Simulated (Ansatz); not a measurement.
**Re: how well frozen cores do**

Does the method matter for Re? The same cell, functional and mesh are run with all-electron LAPW, PAW with frozen cores and datasets made for this crystal.

This is Re in the fcc structure; at room conditions it is hcp.

Program: Ansatz 0.2.0. Level of theory: DFT PBEsol, scalar-relativistic. These are calculated values, not measurements.

### 1 Starting point

It takes space group Fm-3m (No. 225, cubic). Conventional cell: a = 3.950 Å, b = 3.950 Å, c = 3.950 Å, α = 90.00°, β = 90.00°, γ = 90.00°. Around Re (site symmetry m-3m) lie 12 Re at 2.79 Å.

As a file:

```cif
data_structure
_symmetry_space_group_name_H-M 'P 1'
_symmetry_Int_Tables_number 1
_cell_length_a 2.7931
_cell_length_b 2.7931
_cell_length_c 2.7931
_cell_angle_alpha 60.000
_cell_angle_beta 60.000
_cell_angle_gamma 60.000
_cell_volume 15.41
loop_
_atom_site_label
_atom_site_type_symbol
_atom_site_fract_x
_atom_site_fract_y
_atom_site_fract_z
_atom_site_occupancy
Re1 Re 0.00000 0.00000 0.00000 1
```

The geometry is a database entry used as it stands. It may stem from high pressure or temperature, or be incomplete, so it serves as a test cell.

### 2 All-electron LAPW

Contents of input.yaml:

```yaml
crystal:
  lattice:
    - [0.0, 1.975, 1.975]
    - [1.975, 0.0, 1.975]
    - [1.975, 1.975, 0.0]
  atoms:
    - { symbol: Re, position: [0.0, 0.0, 0.0] }
kpoints:
  mp_grid: { grid: [14, 14, 14] }
  band_path:
    path:
      - [0.0, 0.0, 0.0]
      - [0.5, 0.0, 0.5]
      - [0.625, 0.25, 0.625]
      - [0.375, 0.375, 0.75]
      - [0.0, 0.0, 0.0]
      - [0.5, 0.5, 0.5]
      - [0.5, 0.25, 0.75]
      - [0.5, 0.0, 0.5]
    npoints: 14
scf:
  occupations: { method: fermi_dirac, width: 0.05 }
hamiltonian:
  xc: pbesol
  pseudopotentials: { kind: all_electron, lapw: { basis_error: 0.00025 } }
output:
  forces: true
  stress: true
  eigenvalues: true
  populations: true
  dos: { projected: true, de: 0.2, e_range: [-14, 8] }
```

Command:

```sh
$ ansatz run input.yaml --threads 1 --pin off --max-ram 3072MiB --backend cpu --events-out ev --progress --plain --runs-dir out
```

### 3 PAW with frozen cores

input.yaml, as its differences from that of step 2:

```diff
@@ -24,3 +24,3 @@
   xc: pbesol
-  pseudopotentials: { kind: all_electron, lapw: { basis_error: 0.00025 } }
+  pseudopotentials: { kind: paw }
 output:
@@ -29,3 +29,9 @@
   eigenvalues: true
+  efg: { contact_densities: true }
   populations: true
+  bader: true
   dos: { projected: true, de: 0.2, e_range: [-14, 8] }
+  write_density: true
+  write_potential: true
+  elf: true
+  volumetric_format: npy
```

### 4 Datasets made for this crystal

input.yaml, as its differences from that of step 3:

```diff
@@ -19,3 +19,3 @@
       - [0.5, 0.0, 0.5]
-    npoints: 14
+    npoints: 8
 scf:
@@ -24,3 +24,3 @@
   xc: pbesol
-  pseudopotentials: { kind: paw }
+  pseudopotentials: { kind: all_electron, datasets: crystal }
 output:
@@ -30,8 +30 @@
   efg: { contact_densities: true }
-  populations: true
-  bader: true
-  dos: { projected: true, de: 0.2, e_range: [-14, 8] }
-  write_density: true
-  write_potential: true
-  elf: true
-  volumetric_format: npy
```

(Steps that only read results are left out.)

Q: Predict the outcome of this session. Wanted: pressure; gap.

**Answer**, as computed:

```
  quantity                                                 value
  pressure  LAPW -18.39, PAW -18.51, crystal datasets -18.39 GPa
gap (LAPW)                                                  none
```

In words: The pressure of -18.4 GPa pushes the cell to shrink, with the atoms held in place. With 45 electrons in the bands of a cell, and no spin, a band must be partly filled: it is a metal at this level. Within 0.3 eV of the Fermi level the largest projected share is Re 5d (96 %). The projection holds only the free atom's occupied shells (Re 6s, Re 5d in this range). In pressure, PAW differs from LAPW by -0.13 GPa. LAPW took about 4 times as long as PAW (26 s against 7 s, on a shared host and with the outputs that each input asks for). Spin-orbit coupling is left out, though the cell holds Re; in elements this heavy it can shift bands and gaps by tenths of an eV.
